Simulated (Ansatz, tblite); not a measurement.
# The cluster Al3O3+: rung by rung

One table from this session's results is given with a row withheld; the runs are named, their logs left out.

Program: Ansatz 0.2.0, Gaussian basis. Level of theory: as each input shows. These are calculated values, not measurements.

Levels to be run: GFN1-xTB, GFN2-xTB, PBE-D4/def2-TZVP, r2SCAN-D4/def2-TZVP, BLYP-D4/def2-TZVP, LDA/def2-TZVP, B3LYP-D4/def2-TZVP, PBE-D4/def2-SVP, PBE0-D4/def2-SVP, HF/STO-3G, CCSD(T)/def2-TZVPP, MP2/def2-TZVP.

2 further runs of the same task are left out: 2 set aside as unsound or not needed. Runs told in other sessions of the task aren't counted.

**The geometry**

The singlet was relaxed beforehand with r2SCAN-D4/def2-SVP. At that level it is the lowest of the isomers that a small search found.

6 atoms, charge 1, spin multiplicity 1.

Bond lengths: Al1–O4 1.720 Å, Al1–O6 1.720 Å, Al2–O4 1.720 Å, Al2–O5 1.720 Å, Al3–O5 1.720 Å, Al3–O6 1.720 Å. Angles: O4–Al1–O6 118.5°, O4–Al2–O5 118.5°, O5–Al3–O6 118.5°, Al1–O4–Al2 121.5°, Al2–O5–Al3 121.5°, Al1–O6–Al3 121.5°.

As a file:

```csv
atom,x (Å),y (Å),z (Å)
Al1,0.8501,1.5098,0.0436
Al2,0.8831,-1.4905,-0.0628
Al3,-1.7330,-0.0196,0.0195
O4,1.7066,0.0194,-0.0190
O5,-0.8372,-1.4869,-0.0429
O6,-0.8696,1.4678,0.0616
```

The ion is computed in the gas phase, without counter-ions or solvent.

PBE0-D4/def2-TZVP was run before; its log isn't repeated, and its numbers join the tables.

Set-up of the first run:

Tight binding, by tblite at 300 K electronic temperature and without a spin-polarisation term:

```python
tblite.interface.Calculator('GFN1-xTB', numbers, positions, charge=1, uhf=0).singlepoint()
```

Tight binding, by tblite at 300 K electronic temperature and without a spin-polarisation term:

```python
tblite.interface.Calculator('GFN2-xTB', numbers, positions, charge=1, uhf=0).singlepoint()
```

start.molden holds the orbitals of an earlier run on this state, given as this run's starting guess.

File in.yaml:

```yaml
crystal:
  periodic: [false, false, false]
  atoms:
    - {symbol: Al, position_ang: [0.850056, 1.509842, 0.043630]}
    - {symbol: Al, position_ang: [0.883104, -1.490482, -0.062831]}
    - {symbol: Al, position_ang: [-1.733025, -0.019647, 0.019494]}
    - {symbol: O, position_ang: [1.706637, 0.019400, -0.019033]}
    - {symbol: O, position_ang: [-0.837161, -1.486895, -0.042852]}
    - {symbol: O, position_ang: [-0.869610, 1.467772, 0.061583]}
basis:
  gaussian: {orbitals: def2-TZVP, initial_orbitals: start.molden}
total_charge: 1
hamiltonian: {xc: pbe, dispersion: d4}
scf: {omitted_lower_state_checks: [starts]}
output: {forces: true, orbitals: {seedname: orbitals}}
```

Launch:

```
$ ansatz run in.yaml --threads 4 --pin off --events-out ev --progress --plain --max-ram 4787MiB
```

Among the steps run: PBE-D4/def2-TZVP; r2SCAN-D4/def2-TZVP; BLYP-D4/def2-TZVP; LDA/def2-TZVP; B3LYP-D4/def2-TZVP; PBE-D4/def2-SVP; PBE0-D4/def2-SVP; HF/STO-3G; CCSD(T)/def2-TZVPP; MP2/def2-TZVP.

One of the session's tables, all rows but one given; the rest of the session is left out.

```
              level  HOMO (eV)  LUMO (eV)  gap (eV)
          HF/STO-3G      -7.40      -0.14      7.26
      LDA/def2-TZVP     -10.30      -9.05      1.25
    PBE-D4/def2-SVP     -10.08      -8.84      1.24
   PBE-D4/def2-TZVP          ?          ?         ?
  BLYP-D4/def2-TZVP     -10.02      -8.78      1.24
r2SCAN-D4/def2-TZVP     -10.09      -8.82      1.27
 B3LYP-D4/def2-TZVP     -10.46      -8.44      2.02
   PBE0-D4/def2-SVP     -10.42      -8.22      2.20
  PBE0-D4/def2-TZVP     -10.47      -8.26      2.21
```

Q: Estimate the row for PBE-D4/def2-TZVP from the others.

**Answer.** HOMO (eV): -10.12; LUMO (eV): -8.88; gap (eV): 1.25. In the column «HOMO (eV)» it lies between LDA/def2-TZVP (-10.30) and r2SCAN-D4/def2-TZVP (-10.09).
